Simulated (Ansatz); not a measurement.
# C2H5InO (SMILES C[C](=O)[InH2]) at HF/3-21G

What is the electronic atomisation energy of C2H5InO at HF/3-21G? 

The calculation is run with Ansatz 0.2.0.

62 further runs of the same task are left out: 62 set aside as unsound or not needed.

## (1) The system as given

C2H5InO: 9 atoms, total charge 0, spin state singlet. As SMILES, `C[C](=O)[InH2]`. The coordinates come from a PBE0-D4/def2-TZVP relaxation.

Bond lengths: C1–C2 1.499 Å, C2–O3 1.209 Å, C2–In4 2.211 Å, C1–H5 1.093 Å, C1–H6 1.095 Å, C1–H7 1.095 Å, In4–H8 1.725 Å, In4–H9 1.725 Å. Some angles: C1–C2–O3 122.1°, C1–C2–In4 127.4°, O3–C2–In4 110.5°, C2–C1–H5 111.2°, C2–C1–H6 109.2°, C2–C1–H7 109.1°, C2–In4–H8 118.8°, C2–In4–H9 118.8°, H5–C1–H6 110.2°, H5–C1–H7 110.2°.

## (2) A single-point energy at HF/3-21G

Input file in.yaml:

```yaml
crystal:
  periodic: [false, false, false]
  atoms:
    - {symbol: C, position_ang: [0.344400, 1.188000, -0.839100]}
    - {symbol: C, position_ang: [0.607000, -0.087100, -0.096200]}
    - {symbol: O, position_ang: [1.705800, -0.590300, -0.051600]}
    - {symbol: In, position_ang: [-0.847800, -1.304800, 1.038800]}
    - {symbol: H, position_ang: [1.255300, 1.565500, -1.309800]}
    - {symbol: H, position_ang: [-0.427200, 1.011100, -1.595100]}
    - {symbol: H, position_ang: [-0.058700, 1.931600, -0.144300]}
    - {symbol: H, position_ang: [-1.599800, -2.644700, 0.254600]}
    - {symbol: H, position_ang: [-0.978900, -1.069400, 2.742600]}
basis:
  gaussian: {orbitals: 3-21G-spherical.json}
total_charge: 0
hamiltonian: {xc: hf}
accuracy: high
output: {orbitals: {seedname: orbitals}}
```

The basis set 3-21G is read from a file made from the Basis Set Exchange's data (not shown).

Command:

```
$ ansatz run in.yaml --threads 1 --pin off --max-ram 3480MiB --events-out events.jsonl --progress --plain --runs-dir runs
```

What it wrote:

```text
Warning: RAYON_NUM_THREADS=1 ignored (pool sized by the plan → 1); use --threads N
Functional definition: HF
  name "HF"
  exchange = exact_x
  correlation = 0
1503 factors; integrals over basis functions are off by at most 1.2e-8 eV
mean field evaluation 1: about -159655.1926 eV, gradient 3.2e1 eV
mean field evaluation 2: about -159655.4698 eV, gradient 3.3e1 eV
mean field evaluation 4: about -159658.0914 eV, gradient 3.2e0 eV
mean field evaluation 8: about -159658.1593 eV, gradient 4.7e-1 eV
mean field evaluation 16: about -159658.1616 eV, gradient 8.4e-7 eV
mean field -159658.16159684 eV, -5867.3292184950 hartree, gradient 2.7e-8 eV, S^2 0.000000; 0 other end points of the search recorded, 0 dependent functions left out
reference -159658.16159684 eV, -5867.3292184950 hartree; 37, 37 occupied and 31, 31 virtual orbitals, 1503 factors
Total energy: -159658.16159684 eV, -5867.3292184950 hartree
```

Run time: 1.7 s. Hardware: 1 thread of Arm Neoverse V2, shared host; peak memory 0.19 GiB.

## (3) The C atom, same level

Input file run.yaml:

```yaml
basis:
  gaussian:
    orbitals: 3-21G.json
crystal:
  periodic: [false, false, false]
  atoms:
    - {symbol: C, position_ang: [0.000000, 0.000000, 0.000000]}
magnetization:
  spin_polarized: true
  initial_magnetization: 2
hamiltonian:
  xc: hf
accuracy: high
```

The basis set 3-21G is read from a file made from the Basis Set Exchange's data (not shown).

Run the same way, it converges to -37.48107 Eh (log not shown).

## (4) The H atom

Input file run.yaml:

```yaml
crystal:
  periodic: [false, false, false]
  atoms:
    - {symbol: H, position_ang: [0.000000, 0.000000, 0.000000]}
basis:
  gaussian: {orbitals: 3-21G.json}
magnetization: {spin_polarized: true, initial_magnetization: 1}
hamiltonian: {xc: hf}
accuracy: high
```

The basis set 3-21G is read from a file made from the Basis Set Exchange's data (not shown).

Run the same way, it converges to -0.49620 Eh (log not shown).

## (5) The In atom at the same level

Input file in.yaml:

```yaml
crystal:
  periodic: [false, false, false]
  atoms:
    - {symbol: In, position_ang: [0.000000, 0.000000, 0.000000]}
basis:
  gaussian:
    orbitals: 3-21G-spherical.json
magnetization:
  spin_polarized: true
  initial_magnetization: 1
hamiltonian:
  xc: hf
accuracy: high
```

The basis set 3-21G is read from a file made from the Basis Set Exchange's data (not shown).

Run the same way, it converges to -5714.72276 Eh (log not shown).

## (6) The O atom

Input file molecule.yaml:

```yaml
crystal:
  periodic: [false, false, false]
  atoms:
    - {symbol: O, position_ang: [0.000000, 0.000000, 0.000000]}
basis:
  gaussian:
    orbitals: 3-21G.json
magnetization:
  spin_polarized: true
  initial_magnetization: 2
hamiltonian:
  xc: hf
accuracy: high
```

The basis set 3-21G is read from a file made from the Basis Set Exchange's data (not shown).

Run the same way, it converges to -74.39366 Eh (log not shown).

## (7) What came out

At HF/3-21G:

```
                     quantity           value
       molecule: total energy  -5867.32922 Eh
        molecule: HOMO energy        -8.97 eV
        molecule: LUMO energy         0.79 eV
      molecule: HOMO–LUMO gap         9.76 eV
         C atom: total energy    -37.48107 Eh
                 C atom: ⟨S²⟩           2.001
         H atom: total energy     -0.49620 Eh
                 H atom: ⟨S²⟩           0.750
        In atom: total energy  -5714.72276 Eh
                In atom: ⟨S²⟩           0.750
         O atom: total energy    -74.39366 Eh
                 O atom: ⟨S²⟩           2.001
electronic atomisation energy       20.944 eV
```

In words: Taking the molecule apart into free atoms costs 20.94 eV (483 kcal/mol), before zero-point energy and without spin-orbit coupling. Hartree–Fock lacks the correlation of the bonding pairs, which as a rule makes this value much too low; in minimal bases other errors can mask that. The basis has no polarisation functions, which makes bonds too weak. Relativity is left out (molecule) although the molecule holds a heavy atom. Relativity is left out (In atom) although the molecule holds a heavy atom.
